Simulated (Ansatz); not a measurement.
**C₃H₇NSi: basis-set convergence**

An exercise on one series of results from a longer session: the logs are not shown, and one member is left open.

Computed with Ansatz 0.2.0, Gaussian basis. Level: one geometry, several basis sets.

The runs, in order: PBE0-D4/def2-SVP; ωB97M-V/def2-SVP; PBE0-D4/def2-QZVPP; ωB97M-V/def2-QZVPP; the functionals' def2-TZVPP values are taken from earlier runs.

## Structure used throughout

All runs share one geometry, relaxed beforehand with PBE0-D4 in a triple-zeta def2 set.

SMILES `C=C=C(N)[SiH3]`, 12 atoms, charge 0, spin multiplicity 1.

Atoms are counted from 1 here; the program's logs count them from 0.

Bond lengths: C1–C2 1.303 Å, C1–H6 1.087 Å, C1–H7 1.087 Å, C2–C3 1.309 Å, C3–N4 1.405 Å, C3–Si5 1.872 Å, N4–H8 1.009 Å, N4–H9 1.010 Å, Si5–H10 1.491 Å, Si5–H11 1.487 Å, Si5–H12 1.481 Å. Angles: C2–C1–H6 121.6°, C2–C1–H7 121.6°, H6–C1–H7 116.8°, C1–C2–C3 177.3°, C2–C3–N4 125.0°, C2–C3–Si5 116.8°, N4–C3–Si5 117.9°, C3–N4–H8 113.6°, C3–N4–H9 113.8°, H8–N4–H9 110.7°, C3–Si5–H10 108.8°, C3–Si5–H11 110.8°, C3–Si5–H12 109.3°, H10–Si5–H11 107.6°, H10–Si5–H12 110.0°, H11–Si5–H12 110.4°.

The first run:

in.yaml reads:

```yaml
crystal:
  periodic: [false, false, false]
  atoms:
    - {symbol: C, position_ang: [-1.136774, 2.034079, -0.145762]}
    - {symbol: C, position_ang: [-0.660175, 0.837932, 0.050942]}
    - {symbol: C, position_ang: [-0.155128, -0.361439, 0.191655]}
    - {symbol: N, position_ang: [-0.816243, -1.450111, 0.783917]}
    - {symbol: Si, position_ang: [1.508177, -0.675440, -0.608245]}
    - {symbol: H, position_ang: [-0.949989, 2.844212, 0.554513]}
    - {symbol: H, position_ang: [-1.743849, 2.268855, -1.016716]}
    - {symbol: H, position_ang: [-0.206847, -2.047060, 1.323356]}
    - {symbol: H, position_ang: [-1.629353, -1.188374, 1.323148]}
    - {symbol: H, position_ang: [2.392751, -1.363481, 0.375873]}
    - {symbol: H, position_ang: [1.366000, -1.570962, -1.786673]}
    - {symbol: H, position_ang: [2.108431, 0.616690, -1.011907]}
basis:
  gaussian: {orbitals: def2-SVP}
hamiltonian: {xc: pbe0, dispersion: d4}
output: {orbitals: {seedname: orbitals}}
```

Command:

```
$ ansatz run in.yaml --threads 4 --pin off --events-out ev --progress --plain --max-ram 10444MiB
```

Steps of the session up to this table: PBE0-D4 in def2-SVP; ωB97M-V in def2-SVP; PBE0-D4 in def2-QZVPP; ωB97M-V in def2-QZVPP.

One table of the session follows, with a row left open; its other results are not shown here.

It belongs to the step «Density functionals: the series». 

| functional | basis | HOMO (eV) | LUMO (eV) |
| --- | --- | --- | --- |
| PBE0-D4 | def2-SVP | -6.08 | 0.11 |
| PBE0-D4 | def2-TZVPP | -6.24 | -0.17 |
| PBE0-D4 | def2-QZVPP | ? | ? |
| ωB97M-V | def2-SVP | -8.24 | 2.15 |
| ωB97M-V | def2-TZVPP | -8.43 | 1.67 |
| ωB97M-V | def2-QZVPP | -8.46 | 1.33 |

Estimate the missing values for PBE0-D4, def2-QZVPP.

As computed: HOMO (eV): -6.28; LUMO (eV): -0.28. In the column «HOMO (eV)» it lies between ωB97M-V, def2-SVP (-8.24) and PBE0-D4, def2-TZVPP (-6.24).
